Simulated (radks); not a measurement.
**Ho⁺ in [Xe] 4f11 6s1: an all-electron calculation**

Wanted: eigenvalues, radial structure and energy terms of the holmium ion Ho+.

Method: scalar-relativistic Kohn-Sham, LDA (Slater exchange, Perdew-Wang correlation), spin-polarised, spherical densities, finite nucleus; open shells are filled with parallel spins first. Code: radks (a radial shooting solver on a logarithmic mesh, Libxc functionals) version 1.

### Step 1. The system

| Item | Value |
| --- | --- |
| element | holmium (Z = 67) |
| charge | +1 |
| electrons | 66 |
| configuration | [Xe] 4f11 6s1 |
| nuclear rms radius | 5.2022 fm |

The outer shells:

Ho⁺
```
[Xe] core
4f [↑↓][↑↓][↑↓][↑↓][↑ ][↑ ][↑ ]
6s [↑ ]
```

### Step 2. Self-consistent calculation

Settings of this run:

```text
Z 67
configuration [Xe] 4f11 6s1
relativity scalar-relativistic
functional lda,pw
spin polarised
nucleus finite rms 5.2022 fm
c 137.035999084
```

What does the calculation give?

As calculated:

| quantity | value |
| --- | --- |
| total energy | -12606.9163 hartree |
| exchange-correlation share of it | 2.08 % |
| −T/E | 1.0810 |
| highest occupied level | 4f down, -8.692 eV |
| most extended occupied level | 6s up, <r> = 3.60 bohr |
| radius at density 0.001 e/bohr³ | 4.38 bohr |
| maxima of the radial density | 4 |
| ionisation energy, NIST | 11.78 (semi-emp.) eV |

**Reading.** The radial density shows 4 maxima for 6 occupied principal shells; where shells overlap, one shows as a shoulder or not at all. Relativity lifts −T/E to 1.081. Minus the highest eigenvalue, 8.692 eV, is 74 % of the tabulated ionisation energy (11.78 eV); the potential of a semilocal functional falls off too fast, so its top eigenvalue is too shallow. Open shells are spherical and high-spin; term and fine-structure splittings are not resolved. Spin-orbit splitting is averaged out at the scalar-relativistic level.
